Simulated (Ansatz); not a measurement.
# BFH7NSi: a nudged elastic band in two tries

Aim: a band of images between two relaxed ends for this system.

All numbers below are computed with Ansatz 0.2.0 (RKS PBE-D4/6-31G*).

**1. The starting structure**

Bond lengths: B1–F2 1.402 Å, B1–H3 1.232 Å, B1–H4 1.224 Å, B1–N5 1.702 Å, N5–H6 1.029 Å, N5–Si7 1.826 Å, Si7–H8 1.491 Å, Si7–H9 1.485 Å, Si7–H10 1.501 Å, N5–H11 1.030 Å. Angles (14 of 18 angles, heavy atoms first): F2–B1–N5 102.7°, B1–N5–Si7 108.0°, F2–B1–H3 114.6°, F2–B1–H4 115.2°, H3–B1–N5 103.2°, H4–B1–N5 103.8°, B1–N5–H6 109.2°, B1–N5–H11 106.8°, H6–N5–Si7 112.1°, Si7–N5–H11 113.5°, N5–Si7–H8 105.6°, N5–Si7–H9 107.9°, N5–Si7–H10 108.9°, H3–B1–H4 115.1°.

Coordinates:

```xyz
11

B     0.1511   -0.3137    0.0622
F     0.1995    0.7881    0.9273
H     1.2468   -0.6734   -0.3706
H    -0.7497   -0.2863   -0.7657
N    -0.2931   -1.5859    1.1013
H    -0.6686   -2.3635    0.5422
Si    1.1849   -2.0760    2.0549
H     1.9518   -2.9927    1.1638
H     1.9266   -0.8409    2.4151
H     0.7465   -2.8111    3.2881
H    -1.0625   -1.2356    1.6890
```

**2. The run**

input.yaml

```yaml
crystal:
  periodic: [false, false, false]
  atoms:
    - { symbol: B, position_ang: [0.151113, -0.313742, 0.062197] }
    - { symbol: F, position_ang: [0.199476, 0.788103, 0.927269] }
    - { symbol: H, position_ang: [1.246807, -0.673393, -0.370634] }
    - { symbol: H, position_ang: [-0.749747, -0.28628, -0.765661] }
    - { symbol: "N", position_ang: [-0.293106, -1.5859, 1.101285] }
    - { symbol: H, position_ang: [-0.668585, -2.36348, 0.542244] }
    - { symbol: Si, position_ang: [1.184882, -2.075972, 2.054882] }
    - { symbol: H, position_ang: [1.951841, -2.992738, 1.163787] }
    - { symbol: H, position_ang: [1.926623, -0.840876, 2.415096] }
    - { symbol: H, position_ang: [0.746475, -2.811052, 3.288101] }
    - { symbol: H, position_ang: [-1.062478, -1.235572, 1.689033] }
basis:
  gaussian: { orbitals: "6-31G*" }
hamiltonian:
  xc: pbe
  dispersion: d4
neb:
  order_check: false
  images: 9
  f_tol: 0.05
  max_iterations: 8
  final_atoms:
    - { symbol: B, position_ang: [0.19732942, -0.77219167, -0.37311286] }
    - { symbol: F, position_ang: [-0.56639963, 0.41689087, 2.40264073] }
    - { symbol: H, position_ang: [1.17157236, -0.06685419, -0.34308775] }
    - { symbol: H, position_ang: [-0.63484001, -0.69497795, -1.24235254] }
    - { symbol: "N", position_ang: [0.01105396, -1.71470583, 0.67656467] }
    - { symbol: H, position_ang: [-0.78999327, -2.3487366, 0.59042335] }
    - { symbol: Si, position_ang: [1.23427677, -2.13896803, 1.9155899] }
    - { symbol: H, position_ang: [1.91626403, -3.41735135, 1.52377025] }
    - { symbol: H, position_ang: [2.21247885, -1.01846191, 1.97006607] }
    - { symbol: H, position_ang: [0.55223996, -2.35371361, 3.22904196] }
    - { symbol: H, position_ang: [-0.67068144, -0.28183173, 1.75805522] }
  initial_path:
    images:
      - { positions_ang: [[0.151113, -0.313742, 0.062197], [0.199476, 0.788103, 0.927269], [1.246807, -0.673393, -0.370634], [-0.749747, -0.28628, -0.765661], [-0.293106, -1.5859, 1.101285], [-0.668585, -2.36348, 0.542244], [1.184882, -2.075972, 2.054882], [1.951841, -2.992738, 1.163787], [1.926623, -0.840876, 2.415096], [0.746475, -2.811052, 3.288101], [-1.062478, -1.235572, 1.689033]] }
      - { positions_ang: [[0.09572463, -0.26088685, 0.04929029], [0.12927289, 0.61893619, 1.07530421], [1.17890987, -0.52512037, -0.41269221], [-0.82792924, -0.26122668, -0.7352473], [-0.20708912, -1.6260769, 0.99632545], [-0.59199444, -2.40979341, 0.44109724], [1.17216122, -2.08240898, 2.05855489], [1.85430659, -3.09937743, 1.35823303], [2.01037548, -0.93540343, 2.33838072], [0.66618151, -2.59749728, 3.28143191], [-0.8466184, -1.21204686, 1.65692078]] }
      - { positions_ang: [[0.04033626, -0.2080317, 0.03638357], [0.05906977, 0.44976938, 1.22333942], [1.11101275, -0.37684774, -0.45475041], [-0.90611149, -0.23617335, -0.7048336], [-0.12107225, -1.66625381, 0.8913659], [-0.51540387, -2.45610683, 0.33995048], [1.15944044, -2.08884595, 2.06222778], [1.75677218, -3.20601686, 1.55267905], [2.09412797, -1.02993086, 2.26166544], [0.58588803, -2.38394256, 3.27476282], [-0.63075879, -1.18852171, 1.62480856]] }
      - { positions_ang: [[-0.0150521, -0.15517656, 0.02347686], [-0.01113334, 0.28060257, 1.37137463], [1.04311562, -0.22857512, -0.49680862], [-0.98429373, -0.21112003, -0.67441991], [-0.03505537, -1.70643071, 0.78640635], [-0.43881331, -2.50242024, 0.23880372], [1.14671966, -2.09528293, 2.06590067], [1.65923778, -3.31265628, 1.74712508], [2.17788045, -1.12445829, 2.18495016], [0.50559454, -2.17038785, 3.26809372], [-0.41489919, -1.16499657, 1.59269634]] }
      - { positions_ang: [[-0.07044047, -0.10232141, 0.01057014], [-0.08133646, 0.11143576, 1.51940983], [0.97521849, -0.08030249, -0.53886682], [-1.06247598, -0.1860667, -0.64400621], [0.05096151, -1.74660761, 0.6814468], [-0.36222274, -2.54873365, 0.13765696], [1.13399888, -2.1017199, 2.06957356], [1.56170337, -3.41929571, 1.9415711], [2.26163293, -1.21898573, 2.10823488], [0.42530106, -1.95683313, 3.26142463], [-0.19903958, -1.14147143, 1.56058411]] }
      - { positions_ang: [[-0.12582884, -0.04946626, -0.00233657], [-0.15153957, -0.05773106, 1.66744504], [0.90732137, 0.06797014, -0.58092503], [-1.14065822, -0.16101338, -0.61359251], [0.13697838, -1.78678452, 0.57648725], [-0.28563218, -2.59504707, 0.0365102], [1.1212781, -2.10815688, 2.07324645], [1.46416896, -3.52593514, 2.13601713], [2.34538541, -1.31351316, 2.0315196], [0.34500757, -1.74327841, 3.25475554], [0.01682002, -1.11794628, 1.52847189]] }
      - { positions_ang: [[-0.06119719, -0.19401134, -0.07649183], [-0.23451159, 0.03719333, 1.81448418], [0.96017157, 0.04100528, -0.53335757], [-1.03949458, -0.26780629, -0.73934452], [0.1117935, -1.77236878, 0.59650274], [-0.3865044, -2.54578497, 0.14729283], [1.14387783, -2.11431911, 2.04171514], [1.55458797, -3.50421838, 2.01356776], [2.3188041, -1.25450291, 2.01922889], [0.38645405, -1.86536545, 3.24961282], [-0.12068027, -0.95072337, 1.57438856]] }
      - { positions_ang: [[0.00343446, -0.33855642, -0.15064709], [-0.3174836, 0.13211772, 1.96152332], [1.01302177, 0.01404041, -0.48579012], [-0.93833094, -0.37459921, -0.86509652], [0.08660862, -1.75795304, 0.61651822], [-0.48737662, -2.49652288, 0.25807546], [1.16647756, -2.12048134, 2.01018383], [1.64500699, -3.48250162, 1.89111838], [2.29222279, -1.19549266, 2.00693819], [0.42790053, -1.98745249, 3.24447011], [-0.25818056, -0.78350046, 1.62030523]] }
      - { positions_ang: [[0.06806611, -0.4831015, -0.22480235], [-0.40045561, 0.2270421, 2.10856246], [1.06587197, -0.01292446, -0.43822266], [-0.8371673, -0.48139212, -0.99084853], [0.06142373, -1.74353731, 0.6365337], [-0.58824884, -2.44726079, 0.36885809], [1.1890773, -2.12664357, 1.97865252], [1.735426, -3.46078487, 1.768669], [2.26564148, -1.13648241, 1.99464748], [0.46934701, -2.10953953, 3.23932739], [-0.39568085, -0.61627755, 1.66622189]] }
      - { positions_ang: [[0.13269776, -0.62764659, -0.29895761], [-0.48342762, 0.32196649, 2.2556016], [1.11872217, -0.03988932, -0.39065521], [-0.73600365, -0.58818504, -1.11660053], [0.03623885, -1.72912157, 0.65654918], [-0.68912106, -2.39799869, 0.47964072], [1.21167703, -2.1328058, 1.94712121], [1.82584501, -3.43906811, 1.64621963], [2.23906016, -1.07747216, 1.98235678], [0.51079349, -2.23162657, 3.23418468], [-0.53318115, -0.44905464, 1.71213856]] }
      - { positions_ang: [[0.19732942, -0.77219167, -0.37311286], [-0.56639963, 0.41689087, 2.40264073], [1.17157236, -0.06685419, -0.34308775], [-0.63484001, -0.69497795, -1.24235254], [0.01105396, -1.71470583, 0.67656467], [-0.78999327, -2.3487366, 0.59042335], [1.23427677, -2.13896803, 1.9155899], [1.91626403, -3.41735135, 1.52377025], [2.21247885, -1.01846191, 1.97006607], [0.55223996, -2.35371361, 3.22904196], [-0.67068144, -0.28183173, 1.75805522]] }
  spring: -5.0
```

Command:

```
$ ansatz run input.yaml --threads 1 --pin off --max-ram 2048MiB --backend cpu --events-out ev --progress --plain --runs-dir out
```

Q: Predict the outcome of this session. Wanted: first try.

**Answer**, as computed:

| quantity | value |
| --- | --- |
| first try | refused |
| cause | a negative spring would push the images apart instead of spacing them |

**Reading.** The fault in the first input was caught at the input check and cost nothing.
